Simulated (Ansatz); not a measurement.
# Cl2F3H2OTa: the cost of one run

All numbers below are computed with Ansatz 0.2.0 (RKS PBE0/def2-SVP).

### 1 The starting structure

Bond lengths: Ta1–O2 2.370 Å, O2–H3 1.010 Å, Ta1–F4 1.930 Å, Ta1–F5 1.930 Å, Ta1–Cl6 2.470 Å, Ta1–F7 1.930 Å, Ta1–Cl8 2.770 Å, Cl6–Cl8 2.434 Å. Angles (14 of 18 angles, heavy atoms first): O2–Ta1–F4 90.0°, O2–Ta1–F5 90.0°, O2–Ta1–Cl6 120.0°, O2–Ta1–F7 120.0°, O2–Ta1–Cl8 71.6°, F4–Ta1–F5 180.0°, F4–Ta1–Cl6 90.0°, F4–Ta1–F7 90.0°, F4–Ta1–Cl8 115.6°, F5–Ta1–Cl6 90.0°, F5–Ta1–F7 90.0°, F5–Ta1–Cl8 64.4°, Cl6–Ta1–F7 120.0°, Cl6–Ta1–Cl8 55.0°.

Structure file:

```xyz
9

Ta    0.0000    0.0000    0.0000
O     2.3700    0.0000    0.0000
H     2.7071   -0.5308    0.7903
F     0.0000    0.0000    1.9300
F     0.0000    0.0000   -1.9300
Cl   -1.2350    2.1390    0.0000
F    -0.9650   -1.6714    0.0000
Cl    0.8734    2.3395   -1.1987
H     2.1134    1.2094   -0.6197
```

### 2 Pulling towards end A

Springs on the bonds that form and break draw the guess towards this end; the thresholds are loose.

Contents of input.yaml:

```yaml
crystal:
  periodic: [false, false, false]
  atoms:
    - { symbol: Ta, position_ang: [0.0, 0.0, 0.0] }
    - { symbol: O, position_ang: [2.37, 0.0, 0.0] }
    - { symbol: H, position_ang: [2.7071, -0.5308, 0.7903] }
    - { symbol: F, position_ang: [0.0, 0.0, 1.93] }
    - { symbol: F, position_ang: [0.0, 0.0, -1.93] }
    - { symbol: Cl, position_ang: [-1.235, 2.139, 0.0] }
    - { symbol: F, position_ang: [-0.965, -1.6714, 0.0] }
    - { symbol: Cl, position_ang: [0.8734, 2.3395, -1.1987] }
    - { symbol: H, position_ang: [2.1134, 1.2094, -0.6197] }
basis:
  gaussian: { orbitals: def2-SVP }
hamiltonian:
  xc: pbe0
relax:
  f_tol: 0.15
  max_steps: 25
  restrain:
    - { distance: [0, 7], at: 3.67, k: 30.0 }
    - { distance: [8, 1], at: 2.21, k: 30.0 }
    - { distance: [0, 1], at: 2.02, k: 30.0 }
    - { distance: [8, 7], at: 1.37, k: 30.0 }
```

Command:

```bash
$ ansatz run input.yaml --threads 4 --pin off --max-ram 5120MiB --backend cpu --events-out ev --progress --plain --runs-dir out
```

**Question.** How long does this run take on 4 threads of Arm Neoverse V1, shared host, and how much memory does it need?

About 38 s, with a peak of 0.38 GiB.
